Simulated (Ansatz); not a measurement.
CH5ClGeS, SMILES C[S][GeH2][Cl], a comparison of dispersion corrections

Run with Ansatz 0.2.0 through its Python package.

`disp_ch5clges.py`
```python
"""Size of D3 and D4 in CH5ClGeS."""

import ansatz as az


def main() -> None:
    geometry_ang = [
        ("C", (-0.0082, 1.174, -0.8755)),
        ("S", (1.3399, 0.0976, -0.58)),
        ("Ge", (0.189, -1.1378, 0.8767)),
        ("Cl", (-1.2833, -2.212, -0.1243)),
        ("H", (-0.9128, 0.6445, -1.3214)),
        ("H", (-0.3585, 1.738, 0.0536)),
        ("H", (0.279, 1.9926, -1.618)),
        ("H", (1.2301, -2.1339, 1.5462)),
        ("H", (-0.3868, -0.2093, 2.0255)),
    ]
    geometry = az.Crystal.molecule()
    for symbol, xyz in geometry_ang:
        geometry = geometry.atom(symbol, xyz)

    calc = (
        geometry.calculation()
        .basis(gaussian="def2-SVP")
        .scf(lower_state_search="light")
    )
    for name in ["b3lyp", "r2scan"]:
        for correction in ("d3bj", "d4"):
            data = calc.functional(name, dispersion=correction).run(threads=1, backend="cpu").report
            print(f"{name:8s} {correction:5s} total {data['free_energy_ev']:.5f} eV, of which dispersion {1000 * data['dispersion']['energy']['ev']:.2f} meV")


if __name__ == "__main__":
    main()
```

```console
$ python disp_ch5clges.py
b3lyp    d3bj  total -80983.42793 eV, of which dispersion -445.92 meV
b3lyp    d4    total -80983.36956 eV, of which dispersion -387.55 meV
DeckWarning: the engine holds no damping parameters fitted to this dispersion correction and functional, so the run takes those fitted to r2scan beside the three-body term, which d3bj leaves out (hamiltonian.dispersion, under Limitations)
r2scan   d3bj  total -80978.71518 eV, of which dispersion -67.22 meV
r2scan   d4    total -80978.70357 eV, of which dispersion -55.62 meV
```
(Warnings from the package without file and line.)

Reading the output:
- The settings weren't tested for convergence.
- The geometry is a force-field or estimated start, not a minimum of this method, and the basis set is short of its limit. D4 holds the three-body term, and d3bj doesn't.
- b3lyp holds the VWN-RPA fit, as in Gaussian; the form of ORCA and Turbomole is b3lyp5.
- A dispersion term here runs with damping parameters fitted for another variant or functional.
- The whole script took 20 s on 1 thread of Arm Neoverse V2, on a shared host, peak memory 0.3 GiB.
